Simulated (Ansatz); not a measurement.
**GeC+ (doublet): from Hartree-Fock to the top rungs at distance Ge1–C2 = 1.781 Å, cc-pVDZ**

One table from this session's results is given with a row withheld; the runs are named, their logs left out.

Method: cc-pVDZ, core rule «outside noble gas», up to 15 orbitals frozen; program: Ansatz 0.2.0, Gaussian basis.

Plan: UHF; CCSD(T) on ROHF; CCSD(T) on UHF; BCCD(T) on ROHF; CISD as a restricted active space (open shells left free, so some higher excitations enter); CCSDT(Q) on ROHF; CCSDT(Q) on UHF; CASSCF and MRCISD+Q, 3 electrons in 3 orbitals; CASSCF and NEVPT2, 3 electrons in 3 orbitals; CASSCF and MRCISD+Q, 7 electrons in 8 orbitals; CASSCF and NEVPT4(SD), 7 electrons in 8 orbitals; CASSCF and NEVPT2, 7 electrons in 8 orbitals; Full CI.

20 further runs of the same task are left out: 5 for a known fault of the program, 13 that didn't finish, 2 set aside as unsound or not needed. Runs told in other sessions of the task aren't counted.

## What is computed

The geometry derives from a PBE0/def2-TZVP stationary point (not a proven minimum). One bond is set to the value named and the two fragments are kept rigid. No spin-orbit coupling is included. The filled d shell of Ge may be among the frozen orbitals whatever the setting's name suggests.

2 atoms, charge 1, spin multiplicity 2.

Atoms are counted from 1 here; the program's logs count them from 0.

Bond lengths: Ge1–C2 1.781 Å.

Set-up of the first run:

The input, in.yaml:

```yaml
crystal:
  periodic: [false, false, false]
  atoms:
    - {symbol: Ge, position_ang: [0.000000, 0.000000, 0.000000]}
    - {symbol: C, position_ang: [0.000000, 0.000000, 1.781000]}
basis:
  gaussian: {orbitals: cc-pVDZ}
total_charge: 1
magnetization: {spin_polarized: true, initial_magnetization: 1}
hamiltonian: {xc: hf}
output: {orbitals: {seedname: orbitals}}
```

Started as:

```console
$ ansatz run in.yaml --threads 1 --pin off --events-out ev --progress --plain --max-ram 2393MiB
```

Among the steps run: UHF; CCSD(T) on ROHF; CCSD(T) on UHF; BCCD(T) on ROHF; CISD as a restricted active space (open shells left free, so some higher excitations enter); CCSDT(Q) on ROHF; CCSDT(Q) on UHF; CASSCF and MRCISD+Q, 3 electrons in 3 orbitals; CASSCF and NEVPT2, 3 electrons in 3 orbitals; CASSCF and MRCISD+Q, 7 electrons in 8 orbitals; CASSCF and NEVPT4(SD), 7 electrons in 8 orbitals; CASSCF and NEVPT2, 7 electrons in 8 orbitals; Full CI.

One table of the session follows, with a row left open; its other results are not shown here.

| method | from FCI (kJ/mol) |
| --- | --- |
| RMP2 | +149.4 |
| RCCSD | +46.6 |
| RCCSD(T) | +9.3 |
| BCCD(T) | +12.1 |
| RCCSDT | +5.4 |
| RCCSDT(Q) | +0.2 |
| CASSCF valence | +217.3 |
| NEVPT2 valence | +48.4 |
| NEVPT4(SD) valence | +6.1 |
| MRCISD valence | +11.3 |
| MRCISD+Q valence | ? |
| FCI | 0 |

Estimate the missing values for MRCISD+Q valence.

The run gave: from FCI (kJ/mol): +2.3. In the column «from FCI (kJ/mol)» it lies between RCCSDT(Q) (+0.2) and RCCSDT (+5.4).

Not comparable, so not listed: CISD as a restricted active space (open shells left free, so some higher excitations enter) (they don't share determinant, frozen orbitals or solution with the rows shown, or repeat one).

Limits of these values: Left out of the table: CASSCF pair, NEVPT2 pair, MRCISD pair, MRCISD+Q pair (the active space lost an orbital or holds another state than full CI finds). Left out of the table: ROHF, UHF, UMP2, UCCSD, UCCSD(T), UCCSDT, UCCSDT(Q) (another determinant or state than the rows shown). The program flags BCCD(T) as in doubt, so read those rows with care; the flags are large difference. Warnings in the runs' records: passed over end.
